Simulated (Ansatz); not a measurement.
This script drives Ansatz's Python interface.

Script `torsion.py`:
```python
"""Energy of CH8Si2Te as one group turns about a bond."""

import ansatz as az
from ase import Atoms


def main() -> None:
    atoms = Atoms(["C", "Te", "Si", "Si", "H", "H", "H", "H", "H", "H", "H", "H"], positions=[
        (-0.4473, 2.1012, -0.1636),
        (-1.5312, 0.9555, 1.2787),
        (0.2231, -0.7707, 1.1676),
        (0.3412, -1.7126, -0.8427),
        (0.534, 2.356, 0.1641),
        (-1.0425, 3.1154, -0.327),
        (-0.419, 1.5988, -1.1335),
        (0.0329, -1.7829, 2.1933),
        (1.5658, -0.1298, 1.4791),
        (0.58, -0.7087, -1.8345),
        (-1.0662, -2.3037, -1.0896),
        (1.3063, -2.7737, -0.8579),
    ])

    # start the scan from a relaxed geometry
    first = (
        az.Crystal.molecule_from_ase(atoms).calculation()
        .basis(gaussian="def2-SVP")
        .functional("b3lyp")
        .relax(force_tolerance=0.02, max_steps=80)
    )
    atoms.positions = first.run(threads=1).report["positions_ang"]

    start = atoms.get_dihedral(1, 2, 3, 9)
    energies = {}
    for turn in range(0, 121, 15):
        turned = atoms.copy()
        turned.set_dihedral(1, 2, 3, 9, start + turn, indices=[3, 9, 10, 11])
        calculation = az.Crystal.molecule_from_ase(turned).calculation()
        calculation = calculation.basis(gaussian="def2-SVP")
        calculation = calculation.functional("b3lyp")
        energies[round((start + turn) % 360)] = calculation.run(threads=1).report["free_energy_ev"]
    floor = min(energies.values())
    print("dihedral Te1-Si2-Si3-H9 (deg)   E - E(min) (eV)")
    for angle, e in sorted(energies.items()):
        print(f"{angle:8d} {(e - floor):14.3f}  " + "#" * int(30 * (e - floor) / max(max(energies.values()) - floor, 1e-9)))


if __name__ == "__main__":
    main()
```

It is started by `python torsion.py`. How long does it take on 1 thread of Arm Neoverse V1 (shared host), and how much memory does it need?

It took about 2.1 min, with a peak of 0.37 GiB, for 10 runs of the engine.

Running `python torsion.py` prints:
```text
dihedral Te1-Si2-Si3-H9 (deg)   E - E(min) (eV)
      56          0.000
      71          0.008  ####
      86          0.027  ###############
     101          0.046  #########################
     116          0.053  ##############################
     131          0.045  #########################
     146          0.027  ###############
     161          0.009  ####
     176          0.002  #
```

What to keep in mind:
- The scan is rigid and the energies are electronic, in a modest basis. With rigid groups the curve can differ much from the relaxed path, the start wasn't checked as a minimum of this torsion, and equivalent turns needn't return to the same energy.
- def2 sets replace the cores of elements past krypton by effective core potentials.
- b3lyp holds the VWN-RPA fit, as in Gaussian; the form of ORCA and Turbomole is b3lyp5.
